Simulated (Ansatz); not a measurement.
# Cs: the crystal squeezed far

How does Cs (hcp type) answer strong compression? The runs shown use PAW.

Computed with Ansatz 0.2.0 (DFT LDA, with the methods named in each step, unless a step's input says otherwise).

1 further run of the same task is left out (it didn't finish). Runs told in other sessions of the task aren't counted.

## 1. The starting structure

It takes space group P6_3/mmc (No. 194, hexagonal). Conventional cell: a = 5.153 Å, b = 5.153 Å, c = 8.347 Å, α = 90.00°, β = 90.00°, γ = 120.00°.

As a file:

```cif
data_structure
_symmetry_space_group_name_H-M 'P6_3/mmc'
_symmetry_Int_Tables_number 194
_cell_length_a 5.1525
_cell_length_b 5.1525
_cell_length_c 8.3471
_cell_angle_alpha 90.000
_cell_angle_beta 90.000
_cell_angle_gamma 120.000
_cell_volume 191.92
loop_
_atom_site_label
_atom_site_type_symbol
_atom_site_symmetry_multiplicity
_atom_site_Wyckoff_symbol
_atom_site_fract_x
_atom_site_fract_y
_atom_site_fract_z
_atom_site_occupancy
Cs1 Cs 2 c 0.33333 0.66667 0.25000 1
```

The file gives the conventional cell by its symmetry; the runs use the cell typed in the input.

Whether this phase is the stable one at these pressures isn't tested.

Atoms are numbered in the order of the input: Cs1, Cs2.

## 2. Cell relaxed at zero pressure, PAW

The input, input.yaml:

```yaml
crystal:
  lattice:
    - [5.1525456203, 0.0, 0.0]
    - [-2.5762728102, 4.4622354014, 0.0]
    - [0.0, 0.0, 8.3471239049]
  atoms:
    - { symbol: Cs, position: [0.3333333333, 0.6666666667, 0.25] }
    - { symbol: Cs, position: [0.6666666667, 0.3333333333, 0.75] }
kpoints:
  mp_grid: { grid: [9, 9, 5] }
scf:
  occupations: { method: fermi_dirac, width: 0.1 }
hamiltonian:
  xc: lda
  pseudopotentials: { kind: paw }
output:
  forces: true
  stress: true
relax:
  f_tol: 0.005
  max_steps: 40
  cell: {}
```

Launch:

```bash
ansatz run input.yaml --threads 1 --pin off --max-ram 2048MiB --backend cpu --events-out ev --progress --plain --runs-dir out
```

After this run come: Volume scaled by 1, PAW; Shape and atoms relaxed at 0.9 of the volume, PAW; Volume scaled by 0.9, PAW; Shape and atoms relaxed at 0.8 of the volume, PAW; Volume scaled by 0.8, PAW; Volume scaled by 0.8, PAW (level accurate); Shape and atoms relaxed at 0.7 of the volume, PAW; Volume scaled by 0.7, PAW; Shape and atoms relaxed at 0.6 of the volume, PAW; Volume scaled by 0.6, PAW; Shape and atoms relaxed at 0.5 of the volume, PAW; Volume scaled by 0.5, PAW; Shape and atoms relaxed at 0.4 of the volume, PAW; Volume scaled by 0.4, PAW.

**Question.** What will these runs give? Wanted: PAW pressure at 0.4 of the volume; fitted bulk modulus at zero pressure.

As calculated:

| quantity | value |
| --- | --- |
| PAW pressure at 0.4 of the volume | 4.8 GPa |
| fitted bulk modulus at zero pressure (PAW) | 2.0 GPa |
| its pressure derivative | 3.03 |

**Reading.** At 0.4 of the starting volume PAW gives 4.8 GPa. A third-order Birch-Murnaghan curve fits the range only roughly (B₀ = 2.0 GPa, B′ = 3.03, misfit at most 0.12 GPa). A fit over so wide a range leans to the high pressures, so B₀ can be off by several per cent. No all-electron run checks these rows here, and frozen cores can fail under such compression. The ions are at rest, and the electrons smeared by 0.1 eV. Spin-orbit coupling is left out, though the cell holds Cs; in elements this heavy it can shift bands and gaps by tenths of an eV.
